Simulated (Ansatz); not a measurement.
**F₂GaHS (SMILES [F][Ga]([F])[SH]): a rigid scan of the bond length Ga2–F3**

One table from this session's results is given with a row withheld; the runs are named, their logs left out.

The runs use Ansatz 0.2.0, Gaussian basis; single points in def2-TZVPP.

Levels: PBE-D4, r2SCAN-D4, PBE0-D4, B3LYP-D4, wB97M-V, Hartree-Fock, MP2, CCSD, CCSD(T). The scan takes 1.426, 1.500, 1.607, 1.732, 1.871, 2.021, 2.180, 2.347, 2.522 Å.

Cores are frozen in the correlated methods. Filled d shells of the heavier atoms are correlated. B3LYP uses VWN-RPA correlation.

18 further runs of the same task are left out: 18 set aside as unsound or not needed.

## The system as given

The minimum, relaxed at PBE0-D4: 5 atoms, charge 0, spin multiplicity 1.

Atoms are counted from 1 here; the program's logs count them from 0.

Bond lengths: F1–Ga2 1.736 Å, Ga2–F3 1.739 Å, Ga2–S4 2.163 Å, S4–H5 1.345 Å. Angles: F1–Ga2–F3 115.1°, F1–Ga2–S4 122.4°, F3–Ga2–S4 122.5°, Ga2–S4–H5 91.6°.

Geometry (Å):

```
F    -0.3264   -1.4861    1.6586
Ga    0.1427   -0.3890    0.3977
F     1.8557   -0.2712    0.1214
S    -1.2985    0.7492   -0.7456
H    -0.3236    1.3235   -1.4736
```

Energies of the minimum (eV), from earlier single points: PBE-D4 -68652.06048, r2SCAN-D4 -68666.52817, PBE0-D4 -68653.89382, B3LYP-D4 -68671.63706, wB97M-V -68665.00267, CCSD(T) -68611.10795.

At the minimum the bond length Ga2–F3 is 1.739 Å.

The first run:

ccsdt-tzvpp/in.yaml

```yaml
crystal:
  periodic: [false, false, false]
  atoms:
    - {symbol: F, position_ang: [-0.326357, -1.486113, 1.658571]}
    - {symbol: Ga, position_ang: [0.142667, -0.388994, 0.397727]}
    - {symbol: F, position_ang: [1.547236, -0.292395, 0.171165]}
    - {symbol: S, position_ang: [-1.298487, 0.749174, -0.745620]}
    - {symbol: H, position_ang: [-0.323625, 1.323513, -1.473585]}
basis:
  gaussian: {orbitals: def2-TZVPP}
correlation: {method: ccsd_t}
```

No record of the launch command was kept for these runs.

Among the steps run: Ga2–F3 = 1.426 Å; Ga2–F3 = 1.500 Å; Ga2–F3 = 1.607 Å; Ga2–F3 = 1.732 Å; Ga2–F3 = 1.871 Å; Ga2–F3 = 2.021 Å; Ga2–F3 = 2.180 Å; Ga2–F3 = 2.347 Å; Ga2–F3 = 2.522 Å.

One table of the session follows, with a row left open; its other results are not shown here.

Energies less that of the minimum at the same level (kJ/mol):

| bond length (Å) | PBE-D4 | PBE0-D4 | B3LYP-D4 | wB97M-V | Hartree-Fock |
| --- | --- | --- | --- | --- | --- |
| 1.426 | 260.9 | 242.6 | 254.1 | 248.5 | 235.1 |
| 1.500 | 134.7 | 120.5 | 128.7 | 124.3 | 112.2 |
| 1.607 | 37.5 | 29.6 | 33.8 | 31.2 | 23.6 |
| 1.732 | ? | ? | ? | ? | ? |
| 1.739 (minimum) | 0.0 | 0.0 | 0.0 | 0.0 | 0.0 |
| 1.871 | 10.6 | 18.3 | 14.7 | 17.6 | 25.9 |
| 2.021 | 49.9 | 65.6 | 58.5 | 65.1 | 82.7 |
| 2.180 | 103.4 | 126.9 | 116.7 | 127.7 | 154.0 |
| 2.347 | 161.5 | 192.6 | 179.3 | 195.3 | 229.8 |
| 2.522 | 218.8 | 257.0 | 241.0 | 262.6 | 304.2 |

**Question.** Estimate the row for bond length (Å) = 1.732.

As computed: PBE-D4: 0.5; PBE0-D4: 0.1; B3LYP-D4: 0.3; wB97M-V: 0.1; Hartree-Fock: -0.3.

Limits of these values: A polynomial through the near points puts the CCSD(T) minimum 0.002 Å below the PBE0-D4 value.
